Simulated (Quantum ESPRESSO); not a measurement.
# Au in Quantum ESPRESSO: further runs

The runs below take Au through projected density of states, work function, with LDA, vdW-DF-cx.

All numbers are computed with Quantum ESPRESSO 7.5; they aren't measurements. Logs are shortened: lines on timing, memory, paths and dates and some standing lists are left out, and cuts for length are marked.

## 1. The structure

The cell holds a slab with vacuum, 7 atoms: a = 2.900 Å, b = 2.900 Å, c = 29.640 Å, α = 90.00°, β = 90.00°, γ = 120.00°.

The slab is cut from a database's or a generator's crystal, which needn't be the stable form of the element.

## 2. Projected density of states, LDA

Input file pw.in:

```
&CONTROL
  calculation = 'scf'
  prefix = 'pwscf'
  outdir = './tmp'
  pseudo_dir = './pseudo'
  tprnfor = .true.
  disk_io = 'low'
/
&SYSTEM
  ibrav = 0
  celldm(1) = 8
  nat = 7
  ntyp = 1
  ecutwfc = 40
  ecutrho = 200
  nbnd = 51
  occupations = 'smearing'
  smearing = 'fd'
  degauss = 0.00367493
/
&ELECTRONS
  conv_thr = 7d-09
  electron_maxstep = 150
  mixing_beta = 0.3
  mixing_mode = 'local-TF'
  tqr = .true.
/
ATOMIC_SPECIES
Au   196.9666 au_lda_v1.uspp.F.UPF
CELL_PARAMETERS alat
  0.6850253447004   0.0000000000000   0.0000000000000
 -0.3425126723381   0.5932493507397   0.0000000000000
  0.0000000000000   0.0000000000000   7.0014352917385
ATOMIC_POSITIONS crystal
Au     0.3333333333    0.6666666666    0.2530364372
Au     0.6666666667    0.3333333334    0.3353576248
Au     0.3333333333    0.6666666666    0.4176788124
Au     0.6666666667    0.3333333334    0.5000000000
Au     0.3333333333    0.6666666666    0.5823211876
Au     0.6666666667    0.3333333334    0.6646423752
Au     0.3333333333    0.6666666666    0.7469635628
K_POINTS automatic
11 11 1 0 0 0
```

Input file nscf.in:

```
&CONTROL
  calculation = 'nscf'
  prefix = 'pwscf'
  outdir = './tmp'
  pseudo_dir = './pseudo'
  disk_io = 'low'
/
&SYSTEM
  ibrav = 0
  celldm(1) = 8
  nat = 7
  ntyp = 1
  ecutwfc = 40
  ecutrho = 200
  nbnd = 51
  occupations = 'tetrahedra_opt'
/
&ELECTRONS
  conv_thr = 1d-08
  electron_maxstep = 150
  mixing_beta = 0.3
  mixing_mode = 'local-TF'
  tqr = .true.
  startingwfc = 'random'
/
ATOMIC_SPECIES
Au   196.9666 au_lda_v1.uspp.F.UPF
CELL_PARAMETERS alat
  0.6850253447004   0.0000000000000   0.0000000000000
 -0.3425126723381   0.5932493507397   0.0000000000000
  0.0000000000000   0.0000000000000   7.0014352917385
ATOMIC_POSITIONS crystal
Au     0.3333333333    0.6666666666    0.2530364372
Au     0.6666666667    0.3333333334    0.3353576248
Au     0.3333333333    0.6666666666    0.4176788124
Au     0.6666666667    0.3333333334    0.5000000000
Au     0.3333333333    0.6666666666    0.5823211876
Au     0.6666666667    0.3333333334    0.6646423752
Au     0.3333333333    0.6666666666    0.7469635628
K_POINTS automatic
17 17 2 0 0 0
```

Input file projwfc.in:

```
&PROJWFC
  prefix = 'pwscf'
  outdir = './tmp'
  filpdos = 'p'
  Emin = -9
  Emax = 16
  DeltaE = 0.05
/
```

Potentials or basis: GBRV 1.5 LDA.

Run with:

```sh
$ OMP_NUM_THREADS=1 mpirun -n 2 pw.x -nk 2 -in pw.in > pw.out
$ OMP_NUM_THREADS=1 mpirun -n 2 pw.x -nk 2 -in nscf.in > nscf.out
$ OMP_NUM_THREADS=1 mpirun -n 1 projwfc.x -in projwfc.in > projwfc.out
```

pw.out:

```text
This program is part of the open-source Quantum ESPRESSO suite
     for quantum simulation of materials; please cite
[... 6 lines left out ...]
     using ibrav=0 with symmetry is DISCOURAGED, use correct ibrav instead

     K-points division:     npool     =       2
     Subspace diagonalization in iterative solution of the eigenvalue problem:
     a serial algorithm will be used

     G-vector sticks info
     --------------------
     sticks:   dense  smooth     PW     G-vecs:    dense   smooth      PW
     Sum         421     337    109                69817    49509    8657

     Using Slab Decomposition

     bravais-lattice index     =            0
     lattice parameter (alat)  =       8.0000  a.u.
     unit-cell volume          =    1456.8034 (a.u.)^3
     number of atoms/cell      =            7
     number of atomic types    =            1
     number of electrons       =        77.00
     number of Kohn-Sham states=           51
     kinetic-energy cutoff     =      40.0000  Ry
     charge density cutoff     =     200.0000  Ry
     scf convergence threshold =      7.0E-09
     mixing beta               =       0.3000
     number of iterations used =            8  local-TF  mixing
     Exchange-correlation= SLA  PZ   NOGX NOGC
                           (   1   1   0   0   0   0   0)

     celldm(1)=   8.000000  celldm(2)=   0.000000  celldm(3)=   0.000000
     celldm(4)=   0.000000  celldm(5)=   0.000000  celldm(6)=   0.000000

     crystal axes: (cart. coord. in units of alat)
               a(1) = (   0.685025   0.000000   0.000000 )
               a(2) = (  -0.342513   0.593249   0.000000 )
               a(3) = (   0.000000   0.000000   7.001435 )

     reciprocal axes: (cart. coord. in units 2 pi/alat)
               b(1) = (  1.459800  0.842816 -0.000000 )
               b(2) = (  0.000000  1.685632  0.000000 )
               b(3) = (  0.000000 -0.000000  0.142828 )

     PseudoPot. # 1 for Au read from file:
     au_lda_v1.uspp.F.UPF
     Pseudo is Ultrasoft + core correction, Zval = 11.0
     Generated by new atomic code, or converted to UPF format
     Using radial grid of  985 points,  7 beta functions with:
                l(1) =   0
                l(2) =   0
                l(3) =   1
                l(4) =   1
                l(5) =   2
                l(6) =   2
                l(7) =   3
     Q(r) pseudized with  6 coefficients,  rinner =    1.900   1.900   1.900
                                                       1.900   1.900   1.900
                                                       1.900

     atomic species   valence    mass     pseudopotential
     Au               11.00   196.96660     Au( 1.00)

     12 Sym. Ops. (no inversion) found

   Cartesian axes

     site n.     atom                  positions (alat units)
         1        Au     tau(   1) = (   0.0000000   0.3954996   1.7716182  )
         2        Au     tau(   2) = (   0.3425127   0.1977498   2.3479847  )
         3        Au     tau(   3) = (   0.0000000   0.3954996   2.9243512  )
         4        Au     tau(   4) = (   0.3425127   0.1977498   3.5007176  )
         5        Au     tau(   5) = (   0.0000000   0.3954996   4.0770841  )
         6        Au     tau(   6) = (   0.3425127   0.1977498   4.6534506  )
         7        Au     tau(   7) = (   0.0000000   0.3954996   5.2298171  )

     number of k points=    16  Fermi-Dirac smearing, width (Ry)=  0.0037
                       cart. coord. in units 2pi/alat
        k(    1) = (   0.0000000   0.0000000   0.0000000), wk =   0.0165289
        k(    2) = (   0.0000000   0.1532393   0.0000000), wk =   0.0991736
        k(    3) = (   0.0000000   0.3064785   0.0000000), wk =   0.0991736
        k(    4) = (   0.0000000   0.4597178   0.0000000), wk =   0.0991736
        k(    5) = (   0.0000000   0.6129570   0.0000000), wk =   0.0991736
        k(    6) = (   0.0000000   0.7661963   0.0000000), wk =   0.0991736
[... 8 lines left out ...]
        k(   15) = (   0.3981273   0.6895767   0.0000000), wk =   0.0991736
        k(   16) = (   0.3981273   0.8428159   0.0000000), wk =   0.0991736

     Dense  grid:    69817 G-vectors     FFT dimensions: (  25,  25, 256)

     Smooth grid:    49509 G-vectors     FFT dimensions: (  24,  24, 225)
     Real space treatment of Q(r)

     Check: negative core charge=   -0.000006

     Initializing real-space augmentation for DENSE grid

     Initial potential from superposition of free atoms

     starting charge      76.9994, renormalised to      77.0000

     negative rho (up, down):  4.454E-05 0.000E+00
     Starting wfcs are   63 randomized atomic wfcs

     Self-consistent Calculation

     iteration #  1     ecut=    40.00 Ry     beta= 0.30
     Davidson diagonalization with overlap
     ethr =  1.00E-02,  avg # of iterations =  4.9

     Threshold (ethr) on eigenvalues was too large:
     Diagonalizing with lowered threshold

     Davidson diagonalization with overlap
     ethr =  6.71E-04,  avg # of iterations =  1.0

     negative rho (up, down):  1.461E-03 0.000E+00

     total energy              =    -804.37343040 Ry
     estimated scf accuracy    <       0.54888994 Ry

     iteration #  2     ecut=    40.00 Ry     beta= 0.30
     Davidson diagonalization with overlap
     ethr =  7.13E-04,  avg # of iterations =  1.0
[... 132 lines left out ...]
     iteration # 17     ecut=    40.00 Ry     beta= 0.30
     Davidson diagonalization with overlap
     ethr =  2.36E-11,  avg # of iterations =  1.8

     negative rho (up, down):  7.767E-05 0.000E+00

     End of self-consistent calculation

          k = 0.0000 0.0000 0.0000 (  6305 PWs)   bands (ev):

    -3.4935  -3.0357  -2.3980  -1.7792  -1.3283  -1.0815  -1.0704   1.1479
     1.1694   1.3321   1.4271   1.4271   1.4381   1.4381   1.5502   1.5502
     1.5838   1.6407   1.6407   1.7230   1.7230   1.9147   1.9147   1.9213
     1.9213   2.2168   2.5680   2.5680   2.8571   2.8571   3.1700   3.1700
     3.3642   3.4197   3.4197   3.6189   3.6189   3.8061   3.8061   3.8106
     3.8106   5.1502   5.6730   9.4182  10.6555  10.7354  11.9911  12.0495
    13.9334  14.2325  16.3137
[... 143 lines left out ...]
     0.0168   0.0667   0.1856   0.3116   0.4306   0.4429   0.5329   0.7080
     0.8315   0.8536   0.8626   1.0314   1.1646   1.3405   1.4149   1.4313
     1.5918   1.6039   1.9420   1.9457   2.2359   2.2612   2.2747   2.3438
     2.4857   2.7700   3.1942   3.4185   3.4744   3.5351   3.6212   3.7291
     3.7571   3.8409   3.8574   7.8717   8.1317   8.2431   8.6187   8.7944
     9.3412   9.5201  10.2296  10.3768  10.4104  10.7928  11.3236  12.1484
    12.2970  12.6588  13.1311

     the Fermi energy is     5.7251 ev

!    total energy              =    -804.31738326 Ry
     estimated scf accuracy    <          6.6E-09 Ry
     smearing contrib. (-TS)   =      -0.00142190 Ry
     internal energy E=F+TS    =    -804.31596137 Ry

     The total energy is F=E-TS. E is the sum of the following terms:
     one-electron contribution =   -4823.92729466 Ry
     hartree contribution      =    2482.07737888 Ry
     xc contribution           =    -434.35248987 Ry
     ewald contribution        =    1971.88644428 Ry

     convergence has been achieved in  17 iterations

     negative rho (up, down):  7.767E-05 0.000E+00

     Forces acting on atoms (cartesian axes, Ry/au):

     atom    1 type  1   force =     0.00000000   -0.00000000    0.01756137
     atom    2 type  1   force =     0.00000000   -0.00000000    0.00458721
     atom    3 type  1   force =     0.00000000    0.00000000   -0.00236491
     atom    4 type  1   force =     0.00000000    0.00000000    0.00000000
     atom    5 type  1   force =    -0.00000000    0.00000000    0.00236491
     atom    6 type  1   force =     0.00000000    0.00000000   -0.00458721
     atom    7 type  1   force =     0.00000000    0.00000000   -0.01756137

     Total force =     0.025886     Total SCF correction =     0.000416

=------------------------------------------------------------------------------=
   JOB DONE.
=------------------------------------------------------------------------------=
```

nscf.out:

```text
This program is part of the open-source Quantum ESPRESSO suite
     for quantum simulation of materials; please cite
         "P. Giannozzi et al., J. Phys.:Condens. Matter 21 395502 (2009);
         "P. Giannozzi et al., J. Phys.:Condens. Matter 29 465901 (2017);
         "P. Giannozzi et al., J. Chem. Phys. 152 154105 (2020);
     in publications or presentations arising from this work. More details at

[... 821 lines left out ...]
     9.4156   9.6328  10.1129  10.4711  10.6608  10.6917  11.4672  11.9560
    12.2157  12.5502  12.9878

     the Fermi energy is     5.8276 ev
     (compare with:     5.7251 eV, computed in scf)

=------------------------------------------------------------------------------=
   JOB DONE.
=------------------------------------------------------------------------------=
```

projwfc.out:

```text
This program is part of the open-source Quantum ESPRESSO suite
     for quantum simulation of materials; please cite
         "P. Giannozzi et al., J. Phys.:Condens. Matter 21 395502 (2009);
         "P. Giannozzi et al., J. Phys.:Condens. Matter 29 465901 (2017);
[... 126 lines left out ...]
     Atom #   7: total charge =  10.9927, p =  0.8220, pz=  0.1758, px=  0.3231, py=  0.3231,
     Atom #   7: total charge =  10.9927, d =  9.6394, dz2=  1.9343, dxz=  1.9491, dyz=  1.9491, dx2-y2=  1.9035, dxy=  1.9035,
     Spilling Parameter:   0.0006

=------------------------------------------------------------------------------=
   JOB DONE.
=------------------------------------------------------------------------------=
```

Run time: 8.2 min. Hardware: 2 MPI ranks of Arm Neoverse V1, shared host; peak memory 0.78 GiB.

What came out:

| Property | Result |
| --- | --- |
| Free energy | -10943.2955 eV |
| Largest force | 0.452 eV/Å |
| Band gap on the k mesh | none (metal or under the smearing width) |

Forces in eV/Å, atoms in the order of the input:
```
Au   0.000  0.000  0.452
Au   0.000  0.000  0.118
Au   0.000  0.000 -0.061
Au   0.000  0.000  0.000
Au   0.000  0.000  0.061
Au   0.000  0.000 -0.118
Au   0.000  0.000 -0.452
```

Levels at points of the mesh, in eV from the Fermi level:
```
           k point  band 36  band 37  band 38  band 39  band 40  band 41  band 42  band 43  band 44  band 45
(0.00, 0.00, 0.00)    -2.11    -2.11    -1.92    -1.92    -1.91    -1.91    -0.57    -0.05     3.69     4.93
```

States per cell in windows of 1 eV (zero at the Fermi level; states under -8 eV left out):
```csv
from (eV),total,Au#1 d wfc1,Au#7 d wfc1,Au#2 d wfc1,Au#6 d wfc1,Au#4 d wfc1,Au#3 d wfc1
-8.0,1.23,0.01,0.01,0.02,0.02,0.04,0.04
-7.0,6.46,0.28,0.28,0.65,0.65,0.79,0.83
-6.0,11.66,1.10,1.10,1.71,1.71,1.58,1.58
-5.0,14.79,1.82,1.82,2.00,2.00,2.09,2.05
-4.0,15.75,2.53,2.53,1.85,1.85,1.93,1.94
-3.0,16.92,2.95,2.95,2.25,2.25,2.08,1.88
-2.0,7.53,1.00,1.00,1.12,1.12,0.85,0.87
-1.0,2.07,0.14,0.14,0.14,0.14,0.14,0.14
0.0,2.22,0.10,0.10,0.10,0.10,0.10,0.10
1.0,2.18,0.07,0.07,0.07,0.07,0.07,0.07
2.0,1.96,0.04,0.04,0.05,0.05,0.04,0.04
3.0,2.13,0.03,0.03,0.03,0.03,0.03,0.03
4.0,2.66,0.02,0.02,0.03,0.03,0.03,0.03
5.0,3.16,0.02,0.02,0.02,0.02,0.02,0.02
6.0,3.39,0.01,0.01,0.02,0.02,0.01,0.02
7.0,3.64,0.01,0.01,0.02,0.02,0.01,0.01
```

Caveat: real space augmentation costs some meV and hundredths of eV per Å. The run has no spin-orbit coupling, so splittings on Au are missing.

[end of part 1 of 2]
